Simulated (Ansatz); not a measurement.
Al:

```
Al
1.0
     4.54673    0.00000    0.00000
    -2.27337    3.93758    0.00000
     0.00000    0.00000    2.75393
Al
2
Direct
  0.33333 0.66667 0.50000
  0.66667 0.33333 0.50000
```

The cell was built by a generator and needn't be a form met in nature.

- Program: Ansatz 0.2.0
- Task: relaxation of cell and atoms
- Functional: HSE03
- Potentials or basis: Ansatz PAW
- Cutoff: 420 eV (not typed: the program's choice for these potentials)
- k mesh: 4 × 4 × 5
- Occupations: fermi-dirac, width 0.05 eV
- Spin: no spin polarisation

At the start: volume 24.65 Å³/atom.

Task: Where does the relaxation end?

Result: It ends after 6 steps and the volume is 24.78 Å³/atom (+0.5 %); space group P6/mmm (No. 191, to 0.05 Å).

Step by step:
```
step  energy change (eV)  largest force (eV/Å)  volume (Å³)
   1              0.0000                0.0000        49.30
   2             -0.0198                0.0000        49.89
   3             -0.0240                0.0000        49.72
   4             -0.0243                0.0000        49.61
   5             -0.0243                0.0000        49.56
   6             -0.0245                0.0000        49.56
```

Final structure:
```yaml
crystal:
  lattice:
    - [4.48787, 0.00000, 0.00000]
    - [-2.24394, 3.88660, 0.00000]
    - [0.00000, 0.00000, 2.84138]
  atoms:
    - { symbol: Al, position: [0.33333, 0.66667, 0.50000] }
    - { symbol: Al, position: [0.66667, 0.33333, 0.50000] }
```

Caveat: the k mesh is coarse (spacing up to 0.46 Å⁻¹), so the values aren't converged, least of all with exact exchange; the plane-wave basis is chosen anew once the cell has moved, so the energies of steps on either side of that aren't comparable; the PAW data sets come from PBE, with cores solved anew for the run's functional, which leaves a small shift of forces and pressure.
